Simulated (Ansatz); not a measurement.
# C₁₀H₈O₃W: small, medium and large basis sets

Aim: see how fast density functionals converge with the basis set for C₁₀H₈O₃W.

Method: one geometry, several basis sets; program: Ansatz 0.2.0, Gaussian basis.

The runs, in order: PBE0-D4/def2-SVP; ωB97M-V/def2-SVP; PBE0-D4/def2-QZVPP; ωB97M-V/def2-QZVPP; the functionals' def2-TZVPP values are taken from earlier runs.

## Step 1: The geometry

The geometry comes from an earlier relaxation with PBE0-D4 in a triple-zeta def2 set; it is a stationary point, not always the lowest conformer. W takes the def2 core potential; no spin-orbit term is included.

SMILES `C[C@@]12[C@H]3[C@H]4[C@H]5[C@H]6[C@@H]1[W-3]54632([C]#[O+])([C]#[O+])[C]#[O+]`, 22 atoms, charge 0, spin multiplicity 1.

Atoms are counted from 1 here; the program's logs count them from 0.

Bond lengths: C1–C2 1.494 Å, C1–H15 1.094 Å, C1–H16 1.090 Å, C1–H17 1.090 Å, C2–C3 1.418 Å, C2–C7 1.418 Å, C2–W8 2.346 Å, C3–C4 1.414 Å, C3–W8 2.354 Å, C3–H18 1.082 Å, C4–C5 1.412 Å, C4–W8 2.322 Å, C4–H19 1.082 Å, C5–C6 1.412 Å, C5–W8 2.360 Å, C5–H20 1.081 Å, C6–C7 1.413 Å, C6–W8 2.322 Å and more. Angles: C2–C1–H15 109.9°, C2–C1–H16 111.1°, C2–C1–H17 111.1°, H15–C1–H16 108.1°, H15–C1–H17 108.1°, H16–C1–H17 108.3°, C1–C2–C3 120.4°, C1–C2–C7 120.4°, C1–C2–W8 128.7°, C3–C2–C7 119.0°, C3–C2–W8 72.8°, C7–C2–W8 72.8°, C2–C3–C4 120.1°, C2–C3–W8 72.1°, C2–C3–H18 119.7°, C4–C3–W8 71.2°, C4–C3–H18 120.1°, W8–C3–H18 126.5° and more.

## Step 2: PBE0-D4 in def2-SVP

File in.yaml:

```yaml
crystal:
  periodic: [false, false, false]
  atoms:
    - {symbol: C, position_ang: [-1.595320, -0.376840, 2.088368]}
    - {symbol: C, position_ang: [-1.051164, 0.268996, 0.855740]}
    - {symbol: C, position_ang: [-1.552596, -0.085412, -0.421942]}
    - {symbol: C, position_ang: [-1.030599, 0.527519, -1.583917]}
    - {symbol: C, position_ang: [-0.069603, 1.558140, -1.491908]}
    - {symbol: C, position_ang: [0.433339, 1.901030, -0.217556]}
    - {symbol: C, position_ang: [-0.079506, 1.296753, 0.952833]}
    - {symbol: W, position_ang: [0.782655, -0.382427, -0.454203]}
    - {symbol: C, position_ang: [2.745397, -0.105413, -0.417541]}
    - {symbol: O, position_ang: [3.877341, 0.093339, -0.393319]}
    - {symbol: C, position_ang: [1.101596, -1.648163, -1.946387]}
    - {symbol: O, position_ang: [1.256775, -2.366036, -2.830667]}
    - {symbol: C, position_ang: [1.070589, -1.908038, 0.775667]}
    - {symbol: O, position_ang: [1.194362, -2.776732, 1.519059]}
    - {symbol: H, position_ang: [-2.460201, 0.185571, 2.452681]}
    - {symbol: H, position_ang: [-1.915813, -1.399368, 1.887498]}
    - {symbol: H, position_ang: [-0.847993, -0.401258, 2.881802]}
    - {symbol: H, position_ang: [-2.300891, -0.861610, -0.508252]}
    - {symbol: H, position_ang: [-1.388015, 0.214001, -2.556098]}
    - {symbol: H, position_ang: [0.316510, 2.032738, -2.382671]}
    - {symbol: H, position_ang: [1.209094, 2.650753, -0.132157]}
    - {symbol: H, position_ang: [0.304043, 1.582460, 1.922960]}
basis:
  gaussian: {orbitals: def2-SVP}
hamiltonian: {xc: pbe0, dispersion: d4}
output: {orbitals: {seedname: orbitals}}
```

Further steps of the session: ωB97M-V in def2-SVP; PBE0-D4 in def2-QZVPP; ωB97M-V in def2-QZVPP.

**Question.** What will the summary of the whole plan be? Wanted: PBE0-D4: double and triple zeta above quadruple; ωB97M-V: double and triple zeta above quadruple.

As calculated:

| quantity | value |
| --- | --- |
| PBE0-D4: double and triple zeta above quadruple | 20.07, 0.89 eV |
| ωB97M-V: double and triple zeta above quadruple | 20.67, 0.83 eV |

**Reading.** For PBE0-D4 the step from double to triple zeta gains 19.18 eV and the next only 0.89 eV. Total energies overstate the basis error of differences, where much of it tends to cancel.
